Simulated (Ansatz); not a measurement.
# GeH5 (doublet): from Hartree-Fock to the top rungs at distance H1–H2 along a hydrogen transfer = 1.181 Å, cc-pVTZ

One table from this session's results is given with a row withheld; the runs are named, their logs left out.

Program: Ansatz 0.2.0, Gaussian basis. Level of theory: cc-pVTZ, core rule «outside noble gas», up to 14 orbitals frozen. These are calculated values, not measurements.

Plan: UHF; CCSD(T) on ROHF; CCSD(T) on UHF; BCCD(T) on ROHF; CISD; CCSDT(Q) on ROHF; CCSDT(Q) on UHF; CASSCF and NEVPT2, 3 electrons in 3 orbitals; CASSCF and NEVPT2, 9 electrons in 9 orbitals.

**What is computed**

The geometry derives from fragments relaxed apart (PBE0/def2-TZVP) and kept rigid, so it is no stationary point. A hydrogen atom is moved between rigid fragments. No spin-orbit coupling is included. The filled d shell of Ge may be among the frozen orbitals whatever the setting's name suggests; the logs give the count.

6 atoms, charge 0, spin multiplicity 2.

Atoms are counted from 1 here; the program's logs count them from 0.

Bond lengths: H2–Ge3 1.704 Å, Ge3–H4 1.539 Å, Ge3–H5 1.539 Å, Ge3–H6 1.539 Å. Angles: H2–Ge3–H4 107.7°, H2–Ge3–H5 107.7°, H2–Ge3–H6 107.7°, H4–Ge3–H5 111.2°, H4–Ge3–H6 111.2°, H5–Ge3–H6 111.2°.

Set-up of the first run:

in.yaml reads:

```yaml
crystal:
  periodic: [false, false, false]
  atoms:
    - {symbol: H, position_ang: [-2.843699, 0.000000, -0.000001]}
    - {symbol: H, position_ang: [-1.662699, 0.000000, -0.000001]}
    - {symbol: Ge, position_ang: [0.041301, 0.000000, 0.000000]}
    - {symbol: H, position_ang: [0.509970, -1.465915, 0.000000]}
    - {symbol: H, position_ang: [0.509970, 0.732957, -1.269519]}
    - {symbol: H, position_ang: [0.509969, 0.732957, 1.269520]}
basis:
  gaussian: {orbitals: cc-pVTZ}
magnetization: {spin_polarized: true, initial_magnetization: 1}
hamiltonian: {xc: hf}
output: {orbitals: {seedname: orbitals}}
```

Started as:

```bash
$ ansatz run in.yaml --threads 1 --pin off --events-out ev --progress --plain --max-ram 2816MiB --backend cpu
```

Steps of the session up to this table: UHF; CCSD(T) on ROHF; CCSD(T) on UHF; BCCD(T) on ROHF; CISD; CCSDT(Q) on ROHF; CCSDT(Q) on UHF; CASSCF and NEVPT2, 3 electrons in 3 orbitals; CASSCF and NEVPT2, 9 electrons in 9 orbitals.

One of the session's tables, all rows but one given; the rest of the session is left out.

It belongs to the step «Misses and costs». 

```
        method  from UCCSDT(Q) (meV)
          ROHF               +5219.9
           UHF               +5045.6
          RMP2               +1057.0
          UMP2               +1045.0
          CISD                +470.2
         RCCSD                +152.1
         UCCSD                +146.7
      RCCSD(T)                 +28.2
      UCCSD(T)                 +27.3
       BCCD(T)                 +27.5
        RCCSDT                     ?
        UCCSDT                  +3.5
     RCCSDT(Q)                  +1.5
     UCCSDT(Q)                     0
   CASSCF pair               +4635.9
   NEVPT2 pair                +993.2
CASSCF valence               +3391.4
NEVPT2 valence                +948.5
```

Q: Estimate the row for RCCSDT from the others.

As computed: from UCCSDT(Q) (meV): +5.1. In the column «from UCCSDT(Q) (meV)» it lies between UCCSDT (+3.5) and UCCSD(T) (+27.3).

Limits of these values: Restricted and unrestricted rows rest on different reference determinants; where their highest levels disagree by more than a few hundredths of an eV, they describe different states and don't form one ladder.
